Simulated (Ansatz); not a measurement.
Run this with the Python package of Ansatz (0.2.0) and show what comes out.

The script, `md_ch3alfn.py`:
```python
'''A short Born-Oppenheimer trajectory of CH3AlFN.'''

import warnings

import ansatz as az
import numpy as np

warnings.simplefilter('ignore', az.DeckWarning)

mol = (
    az.Crystal.molecule()
    .atom('C', [-0.9372, 0.9543, 0.3408])
    .atom('N', [0.1071, 0.4887, 0.7606])
    .atom('Al', [0.9839, -0.9075, -0.1703])
    .atom('F', [0.4126, -1.5578, -1.6927])
    .atom('H', [-1.4453, 0.6395, -0.6069])
    .atom('H', [-1.4649, 1.8117, 0.8858])
    .atom('H', [2.4052, -1.497, 0.4371])
)

job = mol.calculation()
job = job.basis(gaussian='def2-SVP')
job = job.functional('hf')
job = job.md('nvt_langevin', timestep=0.5, steps=20, temperature=200, initial_velocities='maxwell_boltzmann', seed=56, friction=0.01)
frames = []
job.session().plan().execute(on_event=lambda e: frames.append(e['data']) if e['event'] == 'md_step' else None)
print('t (fs)   E_pot (eV)      E_kin (eV)   T (K)   d(0-1) (A)')
for f in frames[::2]:
    xyz = np.array(f['positions_ang'])
    print(f'{f["time_fs"]:6.2f} {f["lagrangian_ev"]:14.5f} {f["e_kin_ev"]:10.5f} {f["temperature_k"]:8.1f} {np.linalg.norm(xyz[0] - xyz[1]):9.4f}')
print('mean temperature', round(float(np.mean([f['temperature_k'] for f in frames])), 1), 'K')
symbols = [site.symbol for site in mol.cartesian_sites]
with open('last_frame.xyz', 'w') as handle:
    handle.write(f'{len(symbols)}\nt = {frames[-1]["time_fs"]} fs\n')
    handle.writelines('{:2s} {:10.5f} {:10.5f} {:10.5f}\n'.format(s, *xyz) for s, xyz in zip(symbols, frames[-1]['positions_ang']))
```

```console
$ python md_ch3alfn.py
t (fs)   E_pot (eV)      E_kin (eV)   T (K)   d(0-1) (A)
  0.00   -11843.55223    0.15511    171.4    1.2180
  1.00   -11843.57679    0.17513    193.6    1.2152
  2.00   -11843.63639    0.24969    276.0    1.2183
  3.00   -11843.69601    0.33419    369.3    1.2272
  4.00   -11843.71808    0.35654    394.1    1.2397
  5.00   -11843.71900    0.34008    375.9    1.2524
  6.00   -11843.73521    0.37285    412.1    1.2650
  7.00   -11843.76017    0.43814    484.2    1.2764
  8.00   -11843.77902    0.46444    513.3    1.2860
  9.00   -11843.78495    0.46703    516.2    1.2930
 10.00   -11843.78978    0.48425    535.2    1.2970
mean temperature 386.1 K
```

File `last_frame.xyz` afterwards:
```text
7
t = 10.0 fs
C    -0.99494    1.00046    0.32473
N     0.09630    0.41446    0.70942
Al    0.98198   -0.91564   -0.19678
F     0.47078   -1.54345   -1.62390
H    -1.53260    0.86981   -0.65559
H    -1.48503    1.77980    0.99758
H     2.22707   -1.50544    0.48546
```

What to keep in mind:
- The settings weren't tested for convergence.
- The trajectory is only some femtoseconds long, so its temperature is not equilibrated; where the script doesn't relax first, it starts from a rough generated geometry.
- The printed temperature counts all 3N degrees of freedom under Langevin dynamics, so the first row lies under the target.
- Wall time of the script: 21 s on 1 thread of Intel(R) Xeon(R) 6975P-C (Granite Rapids) (shared host), peak memory 0.21 GiB.

(Lines on the test bed's own set-up are left out of the output.)
